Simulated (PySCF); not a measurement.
# C₂H₉BSSi₂: magnetic properties

What do calculations give for the magnetic properties of C₂H₉BSSi₂ (`C=CB([SiH3])S[SiH3]`)?

Programs: PySCF 2.14.0, with routines of our own; each step states its level. All values are computed. Atoms count from 0.

### Step 1. The starting structure

15 atoms, charge 0, multiplicity 1; geometry from: GFN2-xTB.

### Step 2. Relaxing the molecule at PBE0-D3(BJ)/def2-SVP

The job: settings as JSON, then the geometry in Å.

```
{"job": {"xc": "PBE0", "basis": "def2-SVP", "d3": "d3bj", "grid": 1, "kind": "geom"}, "charge": 0, "multiplicity": 1}
C     -2.506756    -1.606420     0.109433
C     -1.989572    -0.408739    -0.166229
B     -0.486069    -0.020416    -0.076941
Si     0.048002     1.836280    -0.470348
S      0.646705    -1.316143     0.424737
Si     2.657142    -0.531630     0.463779
H     -3.562132    -1.820562     0.035227
H     -1.876566    -2.422936     0.425666
H     -2.687857     0.364140    -0.478731
H      1.296051     1.962965    -1.246856
H     -0.965110     2.579330    -1.232198
H      0.279138     2.626073     0.752585
H      3.377286    -1.606004     1.129974
H      3.099452    -0.340874    -0.911403
H      2.665871     0.712925     1.219393
```

Started as:

```console
$ OMP_NUM_THREADS=1 python excited_run.py task.json out
```

The driver reads the jobs from task.json and runs them one after another.

What it wrote:

```text
step   0  E = -1082.76616447  max force = 0.017123
step   1  E = -1082.77100429  max force = 0.001261
step   2  E = -1082.77109104  max force = 0.000513
step   3  E = -1082.77110298  max force = 0.000405
optimisation converged
```

Run time: 25 s. Hardware: 1 thread of Arm Neoverse V1, shared host; peak memory 0.63 GiB.

Step by step:

```tsv
step	energy from step 0 (eV)	largest force component (eV/Å)
0	0.0000	0.8805
1	-0.1317	0.0648
2	-0.1341	0.0264
3	-0.1344	0.0208
```

Distances of close pairs at the start and the end, largest changes first:

```tsv
bond	before (Å)	after (Å)	change (Å)
B2–Si3	1.972	2.028	+0.056
Si5–H12	1.455	1.490	+0.035
Si5–H14	1.456	1.491	+0.035
Si5–H13	1.457	1.490	+0.033
Si3–H10	1.469	1.498	+0.028
Si3–H11	1.474	1.500	+0.026
Si3–H9	1.475	1.499	+0.023
C0–H7	1.079	1.096	+0.017
```

The next job starts from the end point, and lists it.

```tsv
at the end point	value
point group (found at 0.08 Å tolerance)	C1
rotational constants (GHz, main isotopes)	2.113, 1.306, 0.823
dipole moment (D)	0.59
```

### Step 3. Magnetic properties: GIAO wB97X-D/pcSseg-1

The job: settings as JSON, then the geometry in Å.

```
{"job": {"kind": "mag", "xc": "wB97X-D", "basis": "pcSseg-1", "isotopologues": 2}, "charge": 0, "multiplicity": 1}
C     -2.543675    -1.757434    -0.073435
C     -2.024563    -0.549445    -0.351865
B     -0.510140    -0.193634    -0.262202
Si     0.084288     1.702296    -0.667722
S      0.612185    -1.513400     0.251092
Si     2.593000    -0.649660     0.230833
H     -3.616514    -1.964275    -0.148235
H     -1.908076    -2.593075     0.242026
H     -2.724106     0.236772    -0.664216
H      1.368254     1.761569    -1.438156
H     -0.959824     2.436775    -1.450705
H      0.307948     2.454229     0.610694
H      3.457623    -1.647759     0.921683
H      3.075639    -0.444985    -1.164352
H      2.608436     0.644094     0.972254
```

Method: GIAO wB97X-D/pcSseg-1 magnetisability, rotational g tensor and spin-rotation constants, non-relativistic, gas phase.

What it wrote:

```text
coarse grid: 13712 points
cycle   1  E = -1083.4880177261  dE =  2.583e-01  |g| = 3.133e-01  |ddm| = 3.390e+00
cycle   2  E = -1083.5109514702  dE = -2.293e-02  |g| = 2.255e-01  |ddm| = 6.410e-01
cycle   3  E = -1083.5238973129  dE = -1.295e-02  |g| = 3.049e-02  |ddm| = 2.719e-01
cycle   4  E = -1083.5242602978  dE = -3.630e-04  |g| = 1.097e-02  |ddm| = 6.845e-02
cycle   5  E = -1083.5242927741  dE = -3.248e-05  |g| = 5.055e-03  |ddm| = 2.018e-02
cycle   6  E = -1083.5243004532  dE = -7.679e-06  |g| = 1.233e-03  |ddm| = 6.565e-03
final grid: 117576 points
cycle   7  E = -1083.5652663656  dE = -8.927e-05  |g| = 3.937e-03  |ddm| = 3.225e-02
cycle   8  E = -1083.5652687449  dE = -2.379e-06  |g| = 2.046e-03  |ddm| = 7.304e-03
cycle   9  E = -1083.5652694844  dE = -7.395e-07  |g| = 7.021e-04  |ddm| = 2.357e-03
cycle  10  E = -1083.5652696311  dE = -1.467e-07  |g| = 2.830e-04  |ddm| = 9.116e-04
cycle  11  E = -1083.5652696570  dE = -2.591e-08  |g| = 6.308e-05  |ddm| = 4.743e-04
cycle  12  E = -1083.5652696592  dE = -2.238e-09  |g| = 2.239e-05  |ddm| = 1.439e-04
cycle  13  E = -1083.5652696597  dE = -4.970e-10  |g| = 6.387e-06  |ddm| = 7.426e-05
converged SCF energy = -1083.5652696597

Magnetisability tensor (1e-30 J/T^2)
    -1188.74      -21.05       47.48
      -21.05    -1187.77      -91.66
       47.48      -91.66    -1506.54
isotropic -1294.35   principal values   -1535.77  -1207.63  -1139.65
isotropic susceptibility -77.948 1e-6 cm^3/mol

Inertial axes            a          b          c
rot. const./GHz      2.1135     1.3059     0.8228
chi total           -71.421    -69.937    -92.485
chi diamagnetic    -701.720  -1055.830  -1593.260
chi paramagnetic    630.299    985.893   1500.776
quadrupole/D A        9.846     -5.304     -4.542
g nuclear            0.5828     0.5829     0.5748
g electronic        -0.6258    -0.6049    -0.5801
g total             -0.0430    -0.0220    -0.0053

Spin-rotation constants (kHz, H = +C I.J)
atom  isotope        aa         bb         cc
  2    11B        1.048      0.537      0.107
  6     1H        0.218     -0.131     -0.089
  7     1H       -0.065      0.059     -0.089
  8     1H        0.008      0.028     -0.093
  9     1H       -0.026     -0.105     -0.042
 10     1H       -0.070     -0.039     -0.069
 11     1H       -0.179     -0.100      0.014
 12     1H       -0.085     -0.009     -0.069
 13     1H       -0.164     -0.093      0.016
 14     1H       -0.169     -0.031     -0.022
  0    13C*       1.062      0.506      0.106
  1    13C*       1.014      0.558      0.098
  3   29Si*      -1.023     -0.648     -0.443
  4    33S*       0.771      0.292      0.107
  5   29Si*      -1.125     -0.767     -0.474
* in the singly substituted isotopologue

Isotopologues: g along a, b, c
2H    at 6,7,8,9,10,11,    -0.0371    -0.0190    -0.0046
13C   at 0                 -0.0427    -0.0216    -0.0052
```

Run time: 34 s. Hardware: 1 thread of Arm Neoverse V1, shared host; peak memory 0.82 GiB.

Key values:

```tsv
quantity	value
magnetisability	-1294·10⁻³⁰ J/T²
molar susceptibility	-77.9·10⁻⁶ cm³/mol
rotational g (a, b, c)	-0.0430, -0.0220, -0.0053
```

### Step 4. Summary of results

| quantity | value |
| --- | --- |
| point group | C1 |
| rotational constants (main isotopes) | 2.11, 1.31, 0.82 GHz |
| magnetisability (step 3, GIAO wB97X-D/pcSseg-1) | -1294·10⁻³⁰ J/T² |
| molar susceptibility (step 3, GIAO wB97X-D/pcSseg-1) | -77.9·10⁻⁶ cm³/mol |
| rotational g (a, b, c) (step 3, GIAO wB97X-D/pcSseg-1) | -0.0430, -0.0220, -0.0053 |

What this shows: The optimisation took 3 steps and gained 0.134 eV; among the close pairs (by a distance rule), B2–Si3 changed most, from 1.972 to 2.028 Å. Vibrational averaging and real surroundings are missing from these values.
